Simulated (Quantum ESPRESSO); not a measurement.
# B5Pt (P6/mmm) in Quantum ESPRESSO: reference runs

How does B5Pt come out in PBE? The cell is run as given.

Everything below comes from runs of Quantum ESPRESSO 7.5. Logs are shortened: lines on timing, memory, paths and dates and some standing lists are left out, and cuts for length are marked.

**1. Starting point**

The structure is hexagonal, space group P6/mmm (No. 191). Conventional cell: a = 4.283 Å, b = 4.283 Å, c = 3.506 Å, α = 90.00°, β = 90.00°, γ = 120.00°. B (site symmetry -6m2) has 6 B at 2.14 Å as nearest neighbours. Around B (site symmetry mmm) lie 8 B at 2.14 Å. Around Pt (site symmetry 6/mmm) lie 18 B at 2.47 to 2.77 Å.

The cell was built by a generator and needn't be a form met in nature.

**2. Single point, PBE**

File pw.in:

```
&CONTROL
  calculation = 'scf'
  prefix = 'pwscf'
  outdir = './tmp'
  pseudo_dir = './pseudo'
  tprnfor = .true.
  tstress = .true.
  disk_io = 'nowf'
/
&SYSTEM
  ibrav = 0
  nat = 6
  ntyp = 2
  ecutwfc = 55
  ecutrho = 440
  nbnd = 23
  occupations = 'smearing'
  smearing = 'fd'
  degauss = 0.00367493
/
&ELECTRONS
  conv_thr = 1.2d-09
  electron_maxstep = 120
  mixing_beta = 0.5
/
ATOMIC_SPECIES
B     10.8100 b_pbe_v1.4.uspp.F.UPF
Pt   195.0840 pt_pbe_v1.4.uspp.F.UPF
CELL_PARAMETERS angstrom
   4.2825948100    0.0000000000    0.0000000000
  -2.1412974100    3.7088359000    0.0000000000
   0.0000000000    0.0000000000    3.5057764000
ATOMIC_POSITIONS crystal
B      0.3333333300    0.6666666700    0.0000000000
B      0.6666666700    0.3333333300    0.0000000000
B      0.5000000000    0.0000000000    0.5000000000
B      0.5000000000    0.5000000000    0.5000000000
B      0.0000000000    0.5000000000    0.5000000000
Pt     0.0000000000    0.0000000000    0.0000000000
K_POINTS automatic
7 7 8 0 0 0
```

Potentials or basis: SSSP 1.3 efficiency PBE.

Launch:

```bash
$ OMP_NUM_THREADS=1 pw.x -in pw.in > pw.out
```

pw.out:

```text
This program is part of the open-source Quantum ESPRESSO suite
     for quantum simulation of materials; please cite
[... 9 lines left out ...]
     --------------------
     sticks:   dense  smooth     PW     G-vecs:    dense   smooth      PW
     Sum        1981    1003    301                58485    20749    3389

     Using Slab Decomposition

     bravais-lattice index     =            0
     lattice parameter (alat)  =       8.0929  a.u.
     unit-cell volume          =     375.7729 (a.u.)^3
     number of atoms/cell      =            6
     number of atomic types    =            2
     number of electrons       =        31.00
     number of Kohn-Sham states=           23
     kinetic-energy cutoff     =      55.0000  Ry
     charge density cutoff     =     440.0000  Ry
     scf convergence threshold =      1.2E-09
     mixing beta               =       0.5000
     number of iterations used =            8  plain     mixing
     Exchange-correlation=  SLA  PW   PBX  PBC
                           (   1   4   3   4   0   0   0)

     celldm(1)=   8.092931  celldm(2)=   0.000000  celldm(3)=   0.000000
     celldm(4)=   0.000000  celldm(5)=   0.000000  celldm(6)=   0.000000

     crystal axes: (cart. coord. in units of alat)
               a(1) = (   1.000000   0.000000   0.000000 )
               a(2) = (  -0.500000   0.866025   0.000000 )
               a(3) = (   0.000000   0.000000   0.818610 )

     reciprocal axes: (cart. coord. in units 2 pi/alat)
               b(1) = (  1.000000  0.577350 -0.000000 )
               b(2) = (  0.000000  1.154701  0.000000 )
               b(3) = (  0.000000 -0.000000  1.221582 )

     PseudoPot. # 1 for B  read from file:
     b_pbe_v1.4.uspp.F.UPF
     Pseudo is Ultrasoft + core correction, Zval =  3.0
     Generated by new atomic code, or converted to UPF format
     Using radial grid of  781 points,  4 beta functions with:
                l(1) =   0
                l(2) =   0
                l(3) =   1
                l(4) =   1
     Q(r) pseudized with  8 coefficients,  rinner =    1.100   1.100   1.100

     PseudoPot. # 2 for Pt read from file:
     pt_pbe_v1.4.uspp.F.UPF
     Pseudo is Ultrasoft + core correction, Zval = 16.0
     Generated by new atomic code, or converted to UPF format
     Using radial grid of  985 points,  6 beta functions with:
                l(1) =   0
                l(2) =   0
                l(3) =   1
                l(4) =   1
                l(5) =   2
                l(6) =   2
     Q(r) pseudized with  8 coefficients,  rinner =    1.300   1.300   1.300
                                                       1.300   1.300

     atomic species   valence    mass     pseudopotential
     B                 3.00    10.81000     B ( 1.00)
     Pt               16.00   195.08400     Pt( 1.00)

     24 Sym. Ops., with inversion, found

   Cartesian axes

     site n.     atom                  positions (alat units)
         1        B      tau(   1) = (  -0.0000000   0.5773503   0.0000000  )
         2        B      tau(   2) = (   0.5000000   0.2886751   0.0000000  )
         3        B      tau(   3) = (   0.5000000   0.0000000   0.4093052  )
         4        B      tau(   4) = (   0.2500000   0.4330127   0.4093052  )
         5        B      tau(   5) = (  -0.2500000   0.4330127   0.4093052  )
         6        Pt     tau(   6) = (   0.0000000   0.0000000   0.0000000  )

     number of k points=    40  Fermi-Dirac smearing, width (Ry)=  0.0037
                       cart. coord. in units 2pi/alat
        k(    1) = (   0.0000000   0.0000000   0.0000000), wk =   0.0051020
        k(    2) = (   0.0000000   0.0000000   0.1526978), wk =   0.0102041
        k(    3) = (   0.0000000   0.0000000   0.3053956), wk =   0.0102041
        k(    4) = (   0.0000000   0.0000000   0.4580934), wk =   0.0102041
        k(    5) = (   0.0000000   0.0000000  -0.6107912), wk =   0.0051020
        k(    6) = (   0.0000000   0.1649572   0.0000000), wk =   0.0306122
[... 32 lines left out ...]
        k(   39) = (   0.2857143   0.4948717   0.4580934), wk =   0.0612245
        k(   40) = (   0.2857143   0.4948717  -0.6107912), wk =   0.0306122

     Dense  grid:    58485 G-vectors     FFT dimensions: (  60,  60,  45)

     Smooth grid:    20749 G-vectors     FFT dimensions: (  40,  40,  32)

     Initial potential from superposition of free atoms

     starting charge      30.4986, renormalised to      31.0000

     negative rho (up, down):  1.889E-01 0.000E+00
     Starting wfcs are   32 randomized atomic wfcs

     Self-consistent Calculation

     iteration #  1     ecut=    55.00 Ry     beta= 0.50
     Davidson diagonalization with overlap
     ethr =  1.00E-02,  avg # of iterations =  2.0

     negative rho (up, down):  1.703E-01 0.000E+00

     total energy              =    -237.90373104 Ry
     estimated scf accuracy    <       6.95902064 Ry

     iteration #  2     ecut=    55.00 Ry     beta= 0.50
     Davidson diagonalization with overlap
     ethr =  1.00E-02,  avg # of iterations =  2.6

     negative rho (up, down):  1.767E-01 0.000E+00

     total energy              =    -241.61811122 Ry
     estimated scf accuracy    <       9.28774536 Ry

     iteration #  3     ecut=    55.00 Ry     beta= 0.50
     Davidson diagonalization with overlap
     ethr =  1.00E-02,  avg # of iterations =  2.0

     negative rho (up, down):  1.801E-01 0.000E+00

     total energy              =    -241.87363431 Ry
     estimated scf accuracy    <       1.42239020 Ry

     iteration #  4     ecut=    55.00 Ry     beta= 0.50
     Davidson diagonalization with overlap
     ethr =  4.59E-03,  avg # of iterations =  1.3

     negative rho (up, down):  1.801E-01 0.000E+00

     total energy              =    -242.00159126 Ry
     estimated scf accuracy    <       0.09210304 Ry

     iteration #  5     ecut=    55.00 Ry     beta= 0.50
     Davidson diagonalization with overlap
     ethr =  2.97E-04,  avg # of iterations =  3.4

     negative rho (up, down):  1.818E-01 0.000E+00

     total energy              =    -242.00304374 Ry
     estimated scf accuracy    <       0.06924578 Ry
[... 55 lines left out ...]
     iteration # 12     ecut=    55.00 Ry     beta= 0.50
     Davidson diagonalization with overlap
     ethr =  3.03E-08,  avg # of iterations =  2.1

     negative rho (up, down):  1.803E-01 0.000E+00

     total energy              =    -241.99419903 Ry
     estimated scf accuracy    <       0.00000404 Ry

     iteration # 13     ecut=    55.00 Ry     beta= 0.50
     Davidson diagonalization with overlap
     ethr =  1.30E-08,  avg # of iterations =  2.0

     negative rho (up, down):  1.803E-01 0.000E+00

     total energy              =    -241.99419977 Ry
     estimated scf accuracy    <       0.00000008 Ry

     iteration # 14     ecut=    55.00 Ry     beta= 0.50
     Davidson diagonalization with overlap
     ethr =  2.59E-10,  avg # of iterations =  3.0

     negative rho (up, down):  1.803E-01 0.000E+00

     total energy              =    -241.99419979 Ry
     estimated scf accuracy    <          1.6E-09 Ry

     iteration # 15     ecut=    55.00 Ry     beta= 0.50
     Davidson diagonalization with overlap
     ethr =  5.06E-12,  avg # of iterations =  3.8

     negative rho (up, down):  1.803E-01 0.000E+00

     End of self-consistent calculation

          k = 0.0000 0.0000 0.0000 (  2655 PWs)   bands (ev):

   -40.0110 -40.0110 -39.7024  -1.6069   5.0910   5.6499   5.6499   7.1469
     7.6818   8.9980   8.9980  10.0568  10.0568  12.2791  12.7192  12.7192
    14.5356  15.5169  15.5169  16.2153  16.2488  17.8371  17.8371

          k = 0.0000 0.0000 0.1527 (  2625 PWs)   bands (ev):

   -40.0108 -40.0108 -39.7044  -1.4439   5.1854   5.6853   5.7371   5.7371
     8.6211   8.6211   8.7594  10.5871  10.5871  12.5641  12.5641  13.1041
    13.3031  14.8871  14.8871  16.2502  17.5195  17.5195  17.6816

          k = 0.0000 0.0000 0.3054 (  2602 PWs)   bands (ev):

   -40.0103 -40.0103 -39.7095  -0.9583   3.9287   5.4420   5.9702   5.9702
     8.1208   8.1208   9.7642  11.5581  11.5581  11.7870  12.0306  12.0306
    14.1525  14.1525  14.9959  16.4231  16.6174  16.6174  19.7397

          k = 0.0000 0.0000 0.4581 (  2596 PWs)   bands (ev):

   -40.0099 -40.0099 -39.7145  -0.1607   2.3192   5.7581   6.2475   6.2475
     7.7851   7.7851  10.6461  10.6782  11.3423  11.3423  12.6991  12.6991
    13.8536  13.8536  15.3696  15.3696  16.1305  17.5312  20.2837

          k = 0.0000 0.0000-0.6108 (  2608 PWs)   bands (ev):

   -40.0098 -40.0098 -39.7166   0.8432   1.0390   5.9164   6.3812   6.3812
     7.6687   7.6687  10.2518  11.0322  11.0322  11.0602  13.7577  13.7577
    13.7843  13.7843  14.2469  14.2469  16.2888  17.9393  21.6485

          k = 0.0000 0.1650 0.0000 (  2599 PWs)   bands (ev):

   -40.0112 -40.0111 -39.7023  -1.4136   3.8850   5.6971   6.8939   7.1521
     7.6720   8.3938   8.9230   9.9897  10.2191  12.3847  13.0001  13.2374
    13.2772  15.6700  15.8612  16.3272  17.0776  17.0940  17.9103

          k = 0.0000 0.1650 0.1527 (  2598 PWs)   bands (ev):

   -40.0111 -40.0109 -39.7044  -1.2524   4.0080   5.7868   5.7877   6.9115
     7.9333   8.5861   9.0825  10.2684  10.4057  12.2194  12.9281  12.9990
    13.7752  14.7942  15.6120  16.2608  17.2371  17.5600  18.2733

          k = 0.0000 0.1650 0.3054 (  2597 PWs)   bands (ev):

   -40.0107 -40.0104 -39.7094  -0.7727   4.0537   4.3786   6.0374   6.8593
     7.7942   8.0813   9.8963  10.6893  11.1110  11.2812  12.5245  13.0490
    14.0299  14.2846  15.5542  16.3140  17.1270  17.3051  19.3389
[... 163 lines left out ...]
          k = 0.2857 0.4949 0.0000 (  2574 PWs)   bands (ev):

   -40.0123 -40.0119 -39.7021   0.4288   1.2602   3.7286   7.6597   8.1455
     8.4121   8.4734   8.6547  10.6488  11.4455  11.8956  12.0049  13.7921
    13.9386  14.5395  14.9293  16.0440  16.3496  18.2779  19.0003

          k = 0.2857 0.4949 0.1527 (  2579 PWs)   bands (ev):

   -40.0121 -40.0117 -39.7042   0.5662   1.3946   3.9091   6.8728   7.5617
     8.2761   8.6753   8.6873  10.3232  10.9175  12.5922  12.7564  13.6764
    14.2230  14.5706  14.8276  16.1786  17.5994  18.0987  18.6702

          k = 0.2857 0.4949 0.3054 (  2583 PWs)   bands (ev):

   -40.0117 -40.0113 -39.7093   0.9721   1.7931   4.4126   5.4979   6.1763
     8.2355   8.7526   8.8398   9.9879  10.5001  12.0447  13.2040  13.6824
    15.1562  15.7467  15.9658  16.8320  17.6839  17.8073  18.7902

          k = 0.2857 0.4949 0.4581 (  2583 PWs)   bands (ev):

   -40.0113 -40.0109 -39.7143   1.6121   2.4263   4.0481   4.8376   5.3451
     7.5422   8.9848   8.9858   9.7582  10.2500  11.4251  13.7247  13.9415
    15.5587  15.5873  16.6834  17.5720  18.1101  18.8068  18.8765

          k = 0.2857 0.4949-0.6108 (  2598 PWs)   bands (ev):

   -40.0111 -40.0108 -39.7164   2.1563   2.9755   3.2766   4.0412   6.1525
     6.6871   9.0504   9.1275   9.6701  10.1395  11.2982  14.0429  14.0786
    15.2271  15.6676  16.6833  17.5397  18.1841  18.3888  20.5001

     the Fermi energy is    13.6054 ev

!    total energy              =    -241.99419979 Ry
     estimated scf accuracy    <          8.0E-10 Ry
     smearing contrib. (-TS)   =      -0.00145452 Ry
     internal energy E=F+TS    =    -241.99274527 Ry

     The total energy is F=E-TS. E is the sum of the following terms:
     one-electron contribution =     -47.43040416 Ry
     hartree contribution      =      43.12269076 Ry
     xc contribution           =     -70.99470792 Ry
     ewald contribution        =    -166.69032395 Ry

     convergence has been achieved in  15 iterations

     negative rho (up, down):  1.803E-01 0.000E+00

     Forces acting on atoms (cartesian axes, Ry/au):

     atom    1 type  1   force =    -0.00000000   -0.00000000    0.00000000
     atom    2 type  1   force =    -0.00000000    0.00000000    0.00000000
     atom    3 type  1   force =    -0.00000000   -0.00000000   -0.00000000
     atom    4 type  1   force =     0.00000000    0.00000000   -0.00000000
     atom    5 type  1   force =    -0.00000000   -0.00000000    0.00000000
     atom    6 type  2   force =     0.00000000    0.00000000    0.00000000

     Total force =     0.000000     Total SCF correction =     0.000000

     Computing stress (Cartesian axis) and pressure

     negative rho (up, down):  1.803E-01 0.000E+00
          total   stress  (Ry/bohr**3)                   (kbar)     P=     -236.32
  -0.00144278  -0.00000000   0.00000000         -212.24       -0.00        0.00
  -0.00000000  -0.00144278   0.00000000           -0.00     -212.24        0.00
  -0.00000000  -0.00000000  -0.00193395           -0.00       -0.00     -284.49

=------------------------------------------------------------------------------=
   JOB DONE.
=------------------------------------------------------------------------------=
```

Wall time 36 s (1 thread of Intel Xeon 6975P-C (Granite Rapids), shared host); peak memory 0.28 GiB.

What came out:

| Quantity | Value |
| --- | --- |
| Free energy | -3292.4988 eV |
| Pressure | -23.6 GPa |
| Band gap on the k mesh | none (metal or under the smearing width) |

Stress tensor (GPa, compression positive):
```
-21.22   0.00   0.00
  0.00 -21.22   0.00
  0.00   0.00 -28.45
```

Levels at points of the mesh, in eV from the Fermi level:
```tsv
k point	band 11	band 12	band 13	band 14	band 15	band 16	band 17	band 18	band 19	band 20
(0.00, 0.00, 0.00)	-4.61	-3.55	-3.55	-1.33	-0.89	-0.89	0.93	1.91	1.91	2.61
(0.00, 0.00, -0.50)	-3.35	-2.57	-2.57	-2.55	0.15	0.15	0.18	0.18	0.64	0.64
```

Caveat: so large a pressure means that the cell lies far from this level's equilibrium, or that cutoff or potentials fall short. Spin-orbit coupling is left out, which matters for the levels of Pt.
